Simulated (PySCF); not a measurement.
# OsN₂⁻: structure of the doublet

The task is one start of a wider search on OsN₂⁻: the doublet, from a PBE0 minimum start. It is relaxed, tested by its Hessian and followed downhill if it is a saddle.

The runs use PySCF 2.14.0; PBE0, basis Os def2-SVPD with ECP60, N def2-SVPD, scalar-relativistic core potentials, no spin–orbit coupling, density fitting.

## Step 1: Where the work starts

3 atoms, charge -1, spin multiplicity 2.

Bond lengths: Os1–N2 1.685 Å, Os1–N3 1.685 Å. Angles: N2–Os1–N3 109.8°.

Z-matrix (Å, degrees; charge -1 multiplicity 2):
```
Os
N  1 1.6848
N  1 1.6848 2 109.78
```

## Step 2: Finding the electronic state

One driver script runs all steps and calls PySCF; scf.py shows how it sets up the SCF of each step. The optimiser is the driver's own. After this first run the driver tries any further starts and a stability analysis.

scf.py

```python
from pyscf import gto, scf, dft
mol = gto.M(atom='''
Os     0.000000     0.000000    -0.123010
N      1.378316    -0.000000     0.845990
N     -1.378316     0.000000     0.845990''',
    basis={'Os': 'def2-SVPD', 'N': 'def2-SVPD'},
    ecp={'Os': 'def2-SVPD'},
    charge=-1, spin=1)
mf = dft.UKS(mol, xc='PBE0')
mf.grids.atom_grid = (50, 194)
aux = {'Os': 'def2-universal-JKFIT', 'N': 'def2-universal-JKFIT'}
mf = mf.density_fit(auxbasis=aux)
mf.conv_tol = 1e-08
mf.diis_space = 10
mf.max_cycle = 60
mf.init_guess = 'minao'
mf.verbose = 4
mf.kernel()
```

Started as:

```bash
> OMP_NUM_THREADS=2 python axn.py task.json out
```

The program printed:

```text
init E= -187.719910350446
[... the frontier-level lines of each cycle are left out ...]
cycle= 1 E= -199.607057963478  delta_E= -11.9  |g|= 0.694  |ddm|= 5.75
cycle= 2 E= -198.19118265126  delta_E= 1.42  |g|= 1.76  |ddm|= 3.98
cycle= 3 E= -199.762127353434  delta_E= -1.57  |g|= 0.602  |ddm|= 3.19
cycle= 4 E= -199.899348187845  delta_E= -0.137  |g|= 0.18  |ddm|= 0.686
cycle= 5 E= -199.914540251495  delta_E= -0.0152  |g|= 0.0431  |ddm|= 0.275
cycle= 6 E= -199.915225055458  delta_E= -0.000685  |g|= 0.0247  |ddm|= 0.0543
cycle= 7 E= -199.915598629675  delta_E= -0.000374  |g|= 0.0109  |ddm|= 0.06
cycle= 8 E= -199.915737133964  delta_E= -0.000139  |g|= 0.00192  |ddm|= 0.0481
cycle= 9 E= -199.915775783505  delta_E= -3.86e-05  |g|= 0.00146  |ddm|= 0.0235
cycle= 10 E= -199.915825622344  delta_E= -4.98e-05  |g|= 0.000507  |ddm|= 0.053
cycle= 11 E= -199.91583030151  delta_E= -4.68e-06  |g|= 0.000227  |ddm|= 0.0206
cycle= 12 E= -199.915830362831  delta_E= -6.13e-08  |g|= 6.67e-05  |ddm|= 0.000964
cycle= 13 E= -199.9158303675  delta_E= -4.67e-09  |g|= 2.04e-05  |ddm|= 0.000386
Extra cycle  E= -199.91583036606  delta_E= 1.44e-09  |g|= 7.15e-05  |ddm|= 8.42e-05
converged SCF energy = -199.91583036606  <S^2> = 0.81634223  2S+1 = 2.065277
```

This step, with its further starts and checks, needed 9 s of wall time on 2 threads of Intel Xeon 6975P-C (Granite Rapids), shared host.

Energies from each starting density:

```
                      start  energy (Eh)
    the minimal-basis guess  -199.915830
a thermally smeared density  -199.915830
      a smeared PBE density  -199.915830
```

The test of internal stability and the other starts found no lower solution of this spin.

## Step 3: Relaxing the doublet from the PBE0 minimum start

The program finds C2v symmetry in the start, which this walk keeps.

Changes to scf.py since step 2:

```diff
@@ -3,3 +3,3 @@
-Os     0.000000     0.000000    -0.123010
-N      1.378316    -0.000000     0.845990
-N     -1.378316     0.000000     0.845990''',
+Os     0.000000     0.000000    -0.123373
+N      1.378316     0.000000     0.845627
+N     -1.378316     0.000000     0.845627''',
@@ -16 +15,0 @@
-mf.init_guess = 'minao'
```

Steps of the walk:

```csv
step,energy (Eh),change (kJ/mol),largest symmetric gradient (Eh/bohr)
0,-199.915830,0.00,0.00013
```

The walk took 1.2 s.

After 0 steps and 0.0 kJ/mol it ends at C2v: Os–N 1.685 Å (×2); N–Os–N 109.8°.

## Step 4: Frequencies

On the finer grid the gradient is checked again; gradients at displacements of ±0.02 bohr then give force constants and infrared intensities.

Changes to scf.py since step 3:

```diff
@@ -10 +10 @@
-mf.grids.atom_grid = (50, 194)
+mf.grids.atom_grid = (75, 302)
@@ -13 +13 @@
-mf.conv_tol = 1e-08
+mf.conv_tol = 1e-10
```

The driver hands on the density of the step before, so the log starts near convergence.

SCF at the final geometry:

```text
init E= -199.915875776146
[... the frontier-level lines of each cycle are left out ...]
cycle= 1 E= -199.915875775977  delta_E= 1.69e-10  |g|= 2.22e-05  |ddm|= 2.72e-05
cycle= 2 E= -199.915875773264  delta_E= 2.71e-09  |g|= 8.51e-05  |ddm|= 8.13e-05
cycle= 3 E= -199.915875776154  delta_E= -2.89e-09  |g|= 7.51e-06  |ddm|= 6.48e-05
cycle= 4 E= -199.915875776184  delta_E= -3.05e-11  |g|= 4.54e-07  |ddm|= 1.04e-05
Extra cycle  E= -199.915875776181  delta_E= 3.41e-12  |g|= 4.23e-07  |ddm|= 2e-06
converged SCF energy = -199.915875776181  <S^2> = 0.81632743  2S+1 = 2.0652626
```

The whole step took 24 s.

Geometry: C2v; Os–N 1.685 Å (×2); N–Os–N 109.8°.

Modes, for the most abundant isotopes:

```csv
symmetry,ω (cm⁻¹),IR (km/mol),type
a1,417,0.2,bend
b2,972,132,stretch
a1,1116,36.2,stretch
```

Every mode is real; the point is a minimum.

Constants and moments:

- Dipole moment about the centre of mass: 3.21 D
- Highest occupied level: -0.24 eV
- Lowest empty level: 2.26 eV
- Rotational constants: 0.7346, 0.3168, 0.2214 cm⁻¹
- Zero-point energy: 15.0 kJ/mol
- Principal polarisabilities: 73.0, 76.8, 76.8 bohr³
- Principal traceless quadrupole moments about the centre of mass: -5.79, 2.74, 3.05 D Å
- Entropy at 298.15 K and 1 bar (electronic part: spin only): 276.7 J/(mol K)
- Heat capacity Cp at 298.15 K: 42.1 J/(mol K)
- Enthalpy at 298.15 K above 0 K: 10.85 kJ/mol
- Rotational symmetry number: 2
- Spin squared ⟨S²⟩: 0.816

Populations by atom (charges in e):

| atom | Mulliken | Löwdin | polar tensor | spin (Mulliken) | Mayer order to Os1 |
| --- | --- | --- | --- | --- | --- |
| Os1 | -0.26 | -0.25 | 0.16 | 0.66 | – |
| N2,3 | -0.37 | -0.37 | -0.58 | 0.17 | 2.42 |

Outer orbital energies (eV). α occupied: -5.68, -4.97, -4.73, -4.27, -3.57, -1.19, -1.17, -0.24; empty: 2.26, 4.28, 5.03, 5.65. β occupied: -14.43, -5.51, -4.89, -4.30, -3.61, -3.28, -1.07, -0.90; empty: 2.47, 2.61, 4.85, 5.24.

Mulliken populations on Os1 (outside its core potential): s 3.43, p 6.61, d 6.15, f 0.08.

## Step 5: What came out

| quantity | value |
| --- | --- |
| minimum | doublet, C2v |
| geometry | Os–N 1.685 Å (×2); N–Os–N 109.8° |
| wavenumbers (cm⁻¹) | 417 (a1), 972 (b2), 1116 (a1) |
| dipole moment (centre of mass) | 3.21 D |
| highest occupied, lowest empty level (either spin) | -0.24, 2.26 eV |
| polar-tensor charge of Os1 | +0.16 e |
| zero-point energy | 15.0 kJ/mol |
| entropy at 298.15 K | 276.7 J/(mol K) |
| ⟨S²⟩ | 0.816 |

The molecule stays C2v, as typed, and the end point is a minimum. In the infrared the band at 972 cm⁻¹ (b2, stretch) leads. Most of the spin sits on Os1 (Mulliken spin 0.66, against 1 for the whole molecule). Only this shape and spin were tried, so other structures or states may lie lower. Open d and f shells are described by one determinant, and the ground state may have another occupation or spin. With an element this heavy the missing spin–orbit coupling can shift these numbers.

The search up to here took 34 s.
